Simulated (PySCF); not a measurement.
**C2H2BrSi− (SMILES C#C[SiH-]Br): levels of theory compared**

Wanted: a comparison of 5 runs (HF/3-21G, HF/def2-SVP, B3LYP/cc-pVDZ, B3LYP/6-31G*, MP2/cc-pVTZ) of C2H2BrSi−. The job is set up through a Python script.

The calculation is run with PySCF 2.14.0.

## 1. The structure to begin with

C2H2BrSi− has 6 atoms, charge -1, and is taken as a singlet. As SMILES, `C#C[SiH-]Br`. The coordinates come from a GFN2-xTB relaxation.

Bond lengths: C1–C2 1.207 Å, C2–Si3 1.864 Å, Si3–Br4 2.470 Å, C1–H5 1.058 Å, Si3–H6 1.499 Å. Angles: C1–C2–Si3 164.3°, C2–Si3–Br4 98.1°, C2–C1–H5 175.4°, C2–Si3–H6 97.6°, Br4–Si3–H6 92.8°.

## 2. Energy and gradient at HF/3-21G (run 1)

Input file job.py:

```python
import pyscf.grad
from pyscf import gto

molecule = gto.Mole()
molecule.atom = '''
C    0.896390   0.502490  -1.409070
C    0.336010   0.295880  -0.360090
Si  -0.054080   0.015640   1.440750
Br  -1.124940  -2.199870   1.223400
H    1.318310   0.655140  -2.366840
H   -1.371680   0.730720   1.471860
'''
molecule.max_memory = 1860
molecule.basis = '3-21g'
molecule.charge = -1
molecule.verbose = 3
molecule.spin = 0
molecule.build()

mf = molecule.RHF()
mf.conv_tol = 1e-10
mf.kernel()
if not mf.converged:
    mf = mf.newton().run(mf.mo_coeff, mf.mo_occ)

etot = mf.e_tot
print('E = %.10f Eh' % etot)
grad = mf.Gradients().kernel()
mf.analyze()
```

Run with:

```console
$ OMP_NUM_THREADS=1 python job.py
```

Standard output:

```text
converged SCF energy = -2923.92085752362
E = -2923.9208575236 Eh
--------------- RHF gradients ---------------
         x                y                z
0 C     0.0135907650     0.0022106279     0.0021933476
1 C    -0.0248233652    -0.0074638601     0.0292462056
2 Si    -0.0053402056    -0.0045229224    -0.0270414483
3 Br     0.0072522386     0.0172085770     0.0010041536
4 H     0.0005025303    -0.0001244723    -0.0062378795
5 H     0.0088180369    -0.0073079501     0.0008356211
----------------------------------------------
**** MO energy ****
MO #1   energy= -486.533026245077  occ= 2
MO #2   energy= -68.1124616891218  occ= 2
MO #3   energy= -64.5409209379887  occ= 2
MO #4   energy= -57.7288666263199  occ= 2
MO #5   energy= -57.7278487883325  occ= 2
MO #6   energy= -57.7277871541406  occ= 2
MO #7   energy= -11.0053824544685  occ= 2
MO #8   energy= -11.0010532228224  occ= 2
MO #9   energy= -9.5351654391869   occ= 2
MO #10  energy= -7.11443336359029  occ= 2
MO #11  energy= -7.1086723051489   occ= 2
MO #12  energy= -7.10829521100664  occ= 2
MO #13  energy= -5.91384740997231  occ= 2
MO #14  energy= -4.00762144756292  occ= 2
MO #15  energy= -4.0071655281676   occ= 2
MO #16  energy= -4.00491728070247  occ= 2
MO #17  energy= -2.842581862422    occ= 2
MO #18  energy= -2.8405081320276   occ= 2
MO #19  energy= -2.84010346214651  occ= 2
MO #20  energy= -2.83411777662375  occ= 2
MO #21  energy= -2.83411033651707  occ= 2
MO #22  energy= -0.860042534361688 occ= 2
MO #23  energy= -0.763455259161731 occ= 2
MO #24  energy= -0.586747741550369 occ= 2
MO #25  energy= -0.51253319965012  occ= 2
MO #26  energy= -0.329747256795716 occ= 2
MO #27  energy= -0.264846797693457 occ= 2
MO #28  energy= -0.253470240263315 occ= 2
MO #29  energy= -0.218300105916392 occ= 2
MO #30  energy= -0.195361017489708 occ= 2
MO #31  energy= -0.190922007617009 occ= 2
MO #32  energy= -0.101337333445567 occ= 2
MO #33  energy= 0.279792037941963  occ= 0
MO #34  energy= 0.341545040507141  occ= 0
MO #35  energy= 0.400017857175121  occ= 0
MO #36  energy= 0.41571868913053   occ= 0
MO #37  energy= 0.438770191940016  occ= 0
MO #38  energy= 0.496219155295961  occ= 0
MO #39  energy= 0.629325306427369  occ= 0
MO #40  energy= 0.701417566305315  occ= 0
MO #41  energy= 0.710667616042652  occ= 0
MO #42  energy= 0.765765676718768  occ= 0
MO #43  energy= 0.938704891823377  occ= 0
MO #44  energy= 1.04996284124418   occ= 0
MO #45  energy= 1.06152379630493   occ= 0
MO #46  energy= 1.07555619838004   occ= 0
MO #47  energy= 1.15175776532002   occ= 0
MO #48  energy= 1.16677827378022   occ= 0
MO #49  energy= 1.25581467455917   occ= 0
MO #50  energy= 1.28636901130115   occ= 0
MO #51  energy= 1.33748232245372   occ= 0
MO #52  energy= 1.36412863790975   occ= 0
MO #53  energy= 1.43622633107434   occ= 0
MO #54  energy= 1.55990851941435   occ= 0
MO #55  energy= 1.71313457496291   occ= 0
MO #56  energy= 1.85476936969243   occ= 0
MO #57  energy= 2.35333274706915   occ= 0
 ** Mulliken atomic charges  **
charge of    0C =     -0.26641
charge of    1C =     -0.24964
charge of    2Si =      0.07219
charge of    3Br =     -0.51224
charge of    4H =      0.12470
charge of    5H =     -0.16861

WARN: System has nonzero charge -1; the dipole moment is origin-dependent.
Location of origin: [0. 0. 0.]

Dipole moment(X, Y, Z, Debye):  2.12556,  4.47790, -5.56648
```

It took 8.2 s on 1 thread of Intel Xeon at 2.50GHz (Skylake/Cascade Lake), shared host; peak memory 0.13 GiB.

## 3. Energy and forces at HF/def2-SVP (run 2)

Input file mol.xyz:

```xyz
6
C2H2BrSi
C      0.896390     0.502490    -1.409070
C      0.336010     0.295880    -0.360090
Si    -0.054080     0.015640     1.440750
Br    -1.124940    -2.199870     1.223400
H      1.318310     0.655140    -2.366840
H     -1.371680     0.730720     1.471860
```

Input file run.py:

```python
from pyscf import gto

system = gto.M(
    atom='mol.xyz',
    basis='def2-svp',
    max_memory=1860,
    verbose=3,
    spin=0,
    charge=-1,
)

hf = system.RHF()
hf.conv_tol = 1e-10
hf.kernel()
if not hf.converged:
    hf = hf.newton().run(hf.mo_coeff, hf.mo_occ)

etot = hf.e_tot
print(f'total energy: {etot:.8f} hartree')
grad = hf.nuc_grad_method().kernel()
hf.analyze()
```

Run with:

```console
$ OMP_NUM_THREADS=1 python run.py
```

Standard output:

```text
converged SCF energy = -2937.77332223471
total energy: -2937.77332223 hartree
[... 17 lines left out ...]
MO #8   energy= -11.0566170042481  occ= 2
[... 7 lines left out ...]
MO #16  energy= -4.0419851955482   occ= 2
[... 7 lines left out ...]
MO #24  energy= -0.58479742189328  occ= 2
[... 7 lines left out ...]
MO #32  energy= -0.103159955902058 occ= 2
[... 7 lines left out ...]
MO #40  energy= 0.582061227723368  occ= 0
[... 7 lines left out ...]
MO #48  energy= 0.888056191084135  occ= 0
[... 7 lines left out ...]
MO #56  energy= 1.01815522088493   occ= 0
[... 7 lines left out ...]
MO #64  energy= 1.36200886295595   occ= 0
[... 7 lines left out ...]
MO #72  energy= 2.04407444668382   occ= 0
[... 7 lines left out ...]
MO #80  energy= 3.1590614449479    occ= 0
[... 7 lines left out ...]
MO #88  energy= 4.29684037510817   occ= 0
[... 8 lines left out ...]
WARN: System has nonzero charge -1; the dipole moment is origin-dependent.
Location of origin: [0. 0. 0.]

Dipole moment(X, Y, Z, Debye):  1.98643,  4.12136, -5.41021
```

Run time: 25 s. Hardware: 1 thread of Intel Xeon at 2.50GHz (Skylake/Cascade Lake), shared host; peak memory 0.18 GiB.

Run 3 isn't shown in full; the table further down has it.

## 4. Energy and gradient at B3LYP/6-31G(d) (Cartesian functions) (run 4)

Input file input.py:

```python
from pyscf import gto, dft

mol = gto.M(
    atom='''
C      1.693932     0.949568    -2.662756
C      0.634967     0.559132    -0.680471
Si    -0.102196     0.029555     2.722623
Br    -2.125829    -4.157152     2.311891
H      2.491245     1.238035    -4.472679
H     -2.592100     1.380861     2.781412
''',
    max_memory=1860,
    unit='bohr',
    cart=True,
    spin=0,
    verbose=4,
    charge=-1,
    basis='6-31g*',
)

mf = dft.RKS(mol, xc='b3lyp')
mf.conv_tol = 1e-10
mf.grids.level = 5
mf.kernel()
if not mf.converged:
    mf = mf.newton().run(mf.mo_coeff, mf.mo_occ)

e_tot = mf.e_tot
print('Final energy', e_tot)
grad = mf.nuc_grad_method().kernel()
mf.analyze()
```

Run with:

```console
$ OMP_NUM_THREADS=1 python input.py
```

Standard output:

```text
PySCF version 2.14.0

[... 96 lines left out ...]
Two-electron Energy =                 1399.151556519768519
[... 10 lines left out ...]
MO #7   energy= -10.0111976702413  occ= 2
[... 8 lines left out ...]
MO #16  energy= -3.44067658669249  occ= 2
[... 8 lines left out ...]
MO #25  energy= -0.324367112250428 occ= 2
[... 8 lines left out ...]
MO #34  energy= 0.20043011757118   occ= 0
[... 8 lines left out ...]
MO #43  energy= 0.519934664709777  occ= 0
[... 8 lines left out ...]
MO #52  energy= 0.760337063221794  occ= 0
[... 8 lines left out ...]
MO #61  energy= 0.976330775465745  occ= 0
[... 8 lines left out ...]
MO #70  energy= 1.74371689673966   occ= 0
[... 8 lines left out ...]
MO #79  energy= 3.35886322504345   occ= 0
[... 8 lines left out ...]
MO #88  energy= 90.518720518553    occ= 0
[... 62 lines left out ...]
pop of  3 Br 4px          1.90206
pop of  3 Br 4py          1.66427
pop of  3 Br 4pz          1.97028
pop of  3 Br 5px          0.00305
pop of  3 Br 5py          0.00183
pop of  3 Br 5pz          0.00338
pop of  3 Br 3dxx         1.94561
pop of  3 Br 3dxy         1.99985
pop of  3 Br 3dxz         1.99988
pop of  3 Br 3dyy         1.94584
pop of  3 Br 3dyz         1.99986
pop of  3 Br 3dzz         1.94554
pop of  3 Br 4dxx         0.00048
pop of  3 Br 4dxy         0.00265
pop of  3 Br 4dxz         0.00032
pop of  3 Br 4dyy         0.00156
pop of  3 Br 4dyz         0.00081
pop of  3 Br 4dzz         0.00075
pop of  3 Br 5dxx         0.00085
pop of  3 Br 5dxy         0.00009
pop of  3 Br 5dxz         0.00002
pop of  3 Br 5dyy         0.00121
pop of  3 Br 5dyz         0.00004
pop of  3 Br 5dzz         0.00083
pop of  4  H 1s           0.86588
pop of  4  H 2s           0.00878
pop of  5  H 1s           1.13597
pop of  5  H 2s           0.00211
 ** Mulliken atomic charges  **
charge of    0C =     -0.27003
charge of    1C =     -0.22975
charge of    2Si =      0.07326
charge of    3Br =     -0.56074
charge of    4H =      0.12535
charge of    5H =     -0.13808

WARN: System has nonzero charge -1; the dipole moment is origin-dependent.
Location of origin: [0. 0. 0.]

Dipole moment(X, Y, Z, Debye):  1.87638,  4.24516, -5.34282
```

It took 78 s on 1 thread of Intel Xeon at 2.50GHz (Skylake/Cascade Lake), shared host; peak memory 0.86 GiB.

## 5. Energy and forces at MP2/cc-pVTZ (run 5)

Input file run.py:

```python
import pyscf.grad
from pyscf import gto, mp

molecule = gto.M(
    atom='''
C      1.693932     0.949568    -2.662756
C      0.634967     0.559132    -0.680471
Si    -0.102196     0.029555     2.722623
Br    -2.125829    -4.157152     2.311891
H      2.491245     1.238035    -4.472679
H     -2.592100     1.380861     2.781412
''',
    verbose=4,
    unit='bohr',
    charge=-1,
    basis='cc-pvtz',
    max_memory=1860,
)

calc0 = molecule.RHF()
calc0.conv_tol = 1e-10
calc0.kernel()
if not calc0.converged:
    calc0 = calc0.newton().run(calc0.mo_coeff, calc0.mo_occ)

pt = mp.MP2(calc0, frozen=16).run()
e_final = pt.e_tot
print('E = %.10f Eh' % e_final)
grad = pt.Gradients().kernel()
calc0.analyze()
```

Run with:

```console
$ OMP_NUM_THREADS=1 python run.py
```

Standard output:

```text
PySCF version 2.14.0

[... 91 lines left out ...]
DFT Exchange-Correlation Energy =     -121.277312956802916
[... 16 lines left out ...]
MO #15  energy= -4.04510687114924  occ= 2
[... 14 lines left out ...]
MO #30  energy= -0.215597673479149 occ= 2
[... 14 lines left out ...]
MO #45  energy= 0.569472488928322  occ= 0
[... 14 lines left out ...]
MO #60  energy= 0.881932798620835  occ= 0
[... 14 lines left out ...]
MO #75  energy= 1.3089490789973    occ= 0
[... 14 lines left out ...]
MO #90  energy= 1.86192703009133   occ= 0
[... 14 lines left out ...]
MO #105 energy= 2.32230259358101   occ= 0
[... 14 lines left out ...]
MO #120 energy= 3.05998706722315   occ= 0
[... 14 lines left out ...]
MO #135 energy= 3.60001773336754   occ= 0
[... 14 lines left out ...]
MO #150 energy= 4.47348596646799   occ= 0
[... 14 lines left out ...]
MO #165 energy= 16.7094480060396   occ= 0
[... 139 lines left out ...]
pop of  4 H 1s            0.84911
pop of  4 H 2s            0.00724
pop of  4 H 3s            0.00295
pop of  4 H 2px           0.00037
pop of  4 H 2py           0.00014
pop of  4 H 2pz           0.00089
pop of  4 H 3px           0.00006
pop of  4 H 3py           0.00001
pop of  4 H 3pz           0.00028
pop of  4 H 3dxy          0.00002
pop of  4 H 3dyz          0.00013
pop of  4 H 3dz^2         0.00013
pop of  4 H 3dxz          0.00012
pop of  4 H 3dx2-y2       0.00003
pop of  5 H 1s            1.17016
pop of  5 H 2s            0.00129
pop of  5 H 3s            0.00172
pop of  5 H 2px           0.00377
pop of  5 H 2py           0.00091
pop of  5 H 2pz           0.00013
pop of  5 H 3px           0.00013
pop of  5 H 3py           0.00010
pop of  5 H 3pz           0.00003
pop of  5 H 3dxy          0.00025
pop of  5 H 3dyz          0.00001
pop of  5 H 3dz^2         0.00015
pop of  5 H 3dxz          0.00002
pop of  5 H 3dx2-y2       0.00014
 ** Mulliken atomic charges  **
charge of    0C =     -0.29439
charge of    1C =     -0.24965
charge of    2Si =      0.13593
charge of    3Br =     -0.55160
charge of    4H =      0.13852
charge of    5H =     -0.17880

WARN: System has nonzero charge -1; the dipole moment is origin-dependent.
Location of origin: [0. 0. 0.]

Dipole moment(X, Y, Z, Debye):  2.00880,  4.23801, -5.44122
```

It took 10 min on 1 thread of Intel Xeon at 2.50GHz (Skylake/Cascade Lake), shared host; peak memory 2 GiB.

## 6. All runs side by side

```csv
run,level,integration grid,Cartesian functions,energy (Eh),HOMO energy (eV),LUMO energy (eV),HOMO–LUMO gap (eV),wall time
1,HF/3-21G,–,no,-2923.920858,-2.76,7.61,10.37,8.2 s
2,HF/def2-SVP,–,no,-2937.773322,-2.81,7.63,10.44,25 s
3,B3LYP/cc-pVDZ,5,no,-2941.089580,-0.37,4.05,4.42,85 s
4,B3LYP/6-31G* (Cartesian functions),5,yes,-2940.797475,-0.42,3.92,4.34,78 s
5,MP2/cc-pVTZ,–,no,-2938.978762,-2.97,7.06,10.02,10 min
```

## 7. Summary of results

```
                                                    quantity           value
                                         run 5: total energy  -2938.97876 Eh
                  run 5: HOMO energy (Hartree–Fock orbitals)        -2.97 eV
                  run 5: LUMO energy (Hartree–Fock orbitals)         7.06 eV
run 5: HOMO–LUMO gap (to an unbound level, set by the basis)        10.02 eV
         run 5: correlation energy (16 core orbitals frozen)      -647.8 mEh
                             run 5: largest force on an atom      2.226 eV/Å
```

In words: Over runs 1, 2, 3, 4 the HOMO–LUMO gap runs from 4.34 eV (B3LYP/6-31G*) to 10.44 eV (HF/def2-SVP). The two ends differ in method and basis. The empty levels of an anion lie above zero and hang on the basis. All runs together took 13 min, the longest 10 min.
